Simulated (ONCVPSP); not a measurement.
# An ONCV potential for copper, from input to tests

Aim: build the potential from the settings below, then test how well it stands in for the atom: other configurations, scattering, ghost states and the plane-wave cutoff that it needs.

The numbers are computed with ONCVPSP 4.0.1.1 (patched build) (LDA (Perdew-Wang 92), scalar-relativistic, spin-unpolarised reference atom).

**1. Starting point**

Typed settings, in words:

```json
{
  "element": "copper (Cu, Z = 29)",
  "type": "optimised norm-conserving Vanderbilt (ONCV)",
  "frozen core": "[Ne]",
  "valence charge": "19",
  "reference configuration": "3s2 3p6 3d10 4s1",
  "partial waves": "3s+4s: rc 1.35 bohr, ncon 4, nbas 8, qcut 11.4 1/bohr, 2 projectors; 3p: rc 0.90 bohr, ncon 3, nbas 6, qcut 19.5 1/bohr, 3 projectors, debl 2.9 Ha; 3d: rc 0.90 bohr, ncon 3, nbas 8, qcut 18.5 1/bohr, local",
  "local potential": "the d channel",
  "core correction": "Teter function, fcfact 4.75, rcfact 1.05"
}
```

The outer shells as boxes (Hund's rule for the drawing; the calculation is spin-unpolarised):

```
[Ne] core
3s [↑↓]
3p [↑↓][↑↓][↑↓]
3d [↑↓][↑↓][↑↓][↑↓][↑↓]
4s [↑ ]
```

An earlier all-electron run gives the scale for the radii.

All-electron outer shells of the reference configuration (LDA (PZ), scalar-relativistic, ld1.x):

```tsv
shell	level (eV)	outermost node (bohr)	outermost maximum (bohr)
2p	-916.44	–	0.16
3s	-114.15	0.29	0.61
3p	-72.03	0.26	0.62
3d	-5.32	–	0.60
4s	-4.87	0.89	2.24
4p	-0.79	0.98	3.52
```

**2. Generating the potential**

File Cu.dat:

```
# ATOM AND REFERENCE CONFIGURATION
# atsym  z   nc   nv     iexc    psfile
  Cu 29.00    3    4  -001012      upf
#
#   n    l    f
    1    0    2.00
    2    0    2.00
    2    1    6.00
    3    0    2.00
    3    1    6.00
    3    2   10.00
    4    0    1.00
#
# PSEUDOPOTENTIAL AND OPTIMIZATION
# lmax
    2
#
#   l,   rc,      ep,       ncon, nbas, qcut
    0    1.35    0.00    4    8   11.40
    1    0.90    0.00    3    6   19.50
    2    0.90    0.00    3    8   18.50
#
# LOCAL POTENTIAL
# lloc, lpopt,  rc(5),   dvloc0
    2    5    0.90    0.00
#
# VANDERBILT-KLEINMAN-BYLANDER PROJECTORs
# l, nproj, debl
    0    2    1.50
    1    3    2.90
    2    0    0.80
#
# MODEL CORE CHARGE
# icmod, fcfact, rcfact
    3    4.75    1.05
#
# LOG DERIVATIVE ANALYSIS
# epsh1, epsh2, depsh
   -6.00    5.00    0.04
#
# OUTPUT GRID
# rlmax, drl
    6.00    0.01
#
# TEST CONFIGURATIONS
# ncnf
    4
# nvcnf
#   n    l    f
    4
    3    0    2.00
    3    1    6.00
    3    2   10.00
    4    0    0.00
#
    4
    3    0    2.00
    3    1    6.00
    3    2    9.00
    4    0    0.00
#
    4
    3    0    2.00
    3    1    6.00
    3    2    8.00
    4    0    0.00
#
    4
    3    0    1.00
    3    1    6.00
    3    2   10.00
    4    0    1.00
#
```

Run with:

```sh
$ oncvpsp.x < Cu.dat > Cu.out
```

Q: Predict the outcome of this session. Wanted: cutoffs for 1 and 0.1 mHa per electron, occupied waves; bound ghosts; GHOST(+) flags; largest test error; largest phase difference near zero energy, channels read; rms error of d²Exc/dn², without and with the model core.

The runs gave:

```
                                                quantity                                             value
  cutoffs for 1 and 0.1 mHa per electron, occupied waves                                 122 Ha and 140 Ha
                                            bound ghosts                                        none found
                                          GHOST(+) flags                                       s at 297 eV
                            largest test error (AE − PS)  -122 meV, for 3s1 3p6 3d10 4s1 (1 test unsolved)
largest phase difference near zero energy, channels read                                         0.001 rad
 rms error of d²Exc/dn², without and with the model core                                 2.81 and 1.58 mHa
```

In words: The worst unpolarised test, 3s1 3p6 3d10 4s1, is off by 122 meV on 121.7 eV; by total energies transferability rates as fair for so large an energy. That test lies far up in energy; among those under 40 eV, nearer to bonding, the largest error is 4.4 meV. Of the tests 1 gave no usable energy difference, which is a warning in itself. By its cutoff, 122 Ha for the looser tolerance, it is very hard. At the looser tolerance the 3d wave is the slowest; 3p needs 87 Ha. No bound ghost shows below the valence levels. Near zero energy the phases of the channels with partial waves agree within 0.001 rad. The program also flags highly localised states, GHOST(+) (s). All of this concerns the isolated atom, not yet a solid.
